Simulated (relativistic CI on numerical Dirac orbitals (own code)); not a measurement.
# Zn³⁺: L-alpha,beta emission multiplets

Aim: the L-alpha,beta emission spectrum of Zn³⁺ in 3 surroundings, from the same atomic integrals.

The numbers are computed with relativistic CI on numerical Dirac orbitals (own code) version 1 (Dirac-Coulomb-Breit CI, KLI orbitals optimised for each configuration, model QED (radiative potential, 1s self-energy scaled to tabulated hydrogen-like ionisation energies), multiplet model of X-ray emission after core ionisation in a parametric crystal field), except any that are marked as measured or tabulated.

## Step 1: The system

- ion: Zn³⁺ (Zn IV)
- nuclear charge: 30
- electrons: 27
- configurations: [Ar] 3d9 → [He] 2s2 2p5 3s2 3p6 3d9 → [Ar] 3d8
- temperature: 300 K
- widths: Lorentz 0.6 eV, Gauss 0.5 eV
- surrounding 1: Td, 10Dq = -11500 cm⁻¹
- surrounding 2: Td, 10Dq = -14750 cm⁻¹
- surrounding 3: Td, 10Dq = -17950 cm⁻¹

## Step 2: Surrounding 1: Td, 10Dq = -11500

Input settings:

```ini
atom Zn  Z=30  charge=3  electrons=27
nucleus A=64  rms_radius_fm=3.9283
hamiltonian dirac-coulomb  breit=on  qed=on  c_scale=1
orbitals kli  potential=per-configuration
slater_scale 1
correlation none
mixing on
configurations
  [Ar] 3d9
  [He] 2s2 2p5 3s2 3p6 3d9
  [Ar] 3d8
end
emission L-alpha,beta T=300 lorentz=0.6 gauss=0.5
crystal_field Td 10Dq=-11500
```

## Step 3: Surrounding 2: Td, 10Dq = -14750

Settings: those of step 2 with these lines changed.

```diff
@@ -13,2 +13,2 @@
 emission L-alpha,beta T=300 lorentz=0.6 gauss=0.5
-crystal_field Td 10Dq=-11500
+crystal_field Td 10Dq=-14750
```

## Step 4: Surrounding 3: Td, 10Dq = -17950

Settings: those of step 3 with these lines changed.

```diff
@@ -13,2 +13,2 @@
 emission L-alpha,beta T=300 lorentz=0.6 gauss=0.5
-crystal_field Td 10Dq=-14750
+crystal_field Td 10Dq=-17950
```

(Steps that only read results are left out.)

What does the calculation give? Wanted: highest peak, first run; ground spin.

**Answer**, as computed:

| surrounding | ground S | centroid (eV) | spread (eV) | up to four highest peaks (% of the highest), eV |
| --- | --- | --- | --- | --- |
| 1: Td | 0.50 | 1026.85 | 11.46 | 1016.2 (81), 1017.2 (88), 1018.5 (52), 1038.5 (100) |
| 2: Td | 0.50 | 1026.88 | 11.54 | 1016.0 (78), 1017.3 (93), 1018.7 (53), 1038.3 (100) |
| 3: Td | 0.50 | 1026.92 | 11.63 | 1015.7 (76), 1017.2 (96), 1038.2 (100), 1043.1 (59) |

| quantity | value |
| --- | --- |
| highest peak, first run | 1038.5 eV |
| ground spin (effective S from ⟨S²⟩) | 0.50 |

In words: The position of the maximum differs by up to 0.3 eV between the surroundings, by shifts of peaks or by peaks exchanging rank. Photon energies are those of the free ion; lines in solids lie some eV away, more where the ion's charge is far from that in the solid.
